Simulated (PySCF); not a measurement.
**C₄H₉OPSi: electronic excitations**

Aim: predict the electronic excitations of C₄H₉OPSi (`C=C[C@@H]1[C@H]([SiH3])[P@H]1=O`).

The runs use PySCF 2.14.0, with density-fitted response routines of our own; the level of theory stands in each step. All values are computed, except where a source is named. Atoms are numbered from 0 throughout.

## Step 1: The molecule as given

16 atoms, charge 0, multiplicity 1; geometry from: GFN2-xTB.

Bonds of the start (Å): C0–C1 1.32, C1–C2 1.46, C2–C3 1.58, C3–Si4 1.89, C3–P5 1.79, P5–O6 1.47, P5–C2 1.81, C0–H7 1.08, C0–H8 1.08, C1–H9 1.08, C2–H10 1.09, C3–H11 1.09, Si4–H12 1.46, Si4–H13 1.47, Si4–H14 1.46, P5–H15 1.38.

## Step 2: TDDFT and polarisability: B3LYP/def2-SVPD

Job settings and geometry (Å):

```
{"job": {"kind": "uv", "xc": "B3LYP", "basis": "def2-SVPD", "nstates": 8, "ntriplets": 3}, "charge": 0, "multiplicity": 1}
C     -0.397390     2.440778    -0.917710
C     -0.122249     1.157489    -0.745378
C     -0.875685     0.268617     0.138929
C     -0.111190    -0.856420     0.933566
Si     1.762322    -1.001456     0.770712
P     -1.269443    -1.445507    -0.301741
O     -2.549934    -2.100219    -0.015568
H      0.169824     3.057444    -1.592381
H     -1.208979     2.920316    -0.396112
H      0.694403     0.697359    -1.286550
H     -1.656220     0.763491     0.714061
H     -0.494322    -0.972009     1.943568
H      2.206765    -1.986349     1.755036
H      2.118235    -1.453825    -0.577814
H      2.336906     0.318571     1.028333
H     -0.610643    -1.799336    -1.462360
```

Method: TDDFT B3LYP/def2-SVPD, vertical, gas phase, core orbitals frozen in the response.

Run with:

```console
> OMP_NUM_THREADS=1 python probes_run.py task.json out
```

One launch serves the whole session: the jobs run in the order shown.

What will the session give for the following? lowest singlet (B3LYP/def2-SVPD); brightest single state of those computed; lowest triplet. Wanted: lowest singlet; brightest single state of those computed; lowest triplet.

As calculated:

| quantity | value |
| --- | --- |
| lowest singlet (B3LYP/def2-SVPD) | 5.36 eV (231 nm), f = 0.124 |
| brightest single state of those computed | state 5, 6.27 eV, f = 0.148 |
| lowest triplet | 4.05 eV |

What this shows: The lowest singlet, at 5.36 eV, is HOMO→LUMO 0.81 and is bright; of the 8 states computed, the strongest absorption comes from state 5 at 6.27 eV. The lowest triplet lies 1.30 eV below the lowest singlet (triplets in Tamm-Dancoff, singlets in full TDDFT).
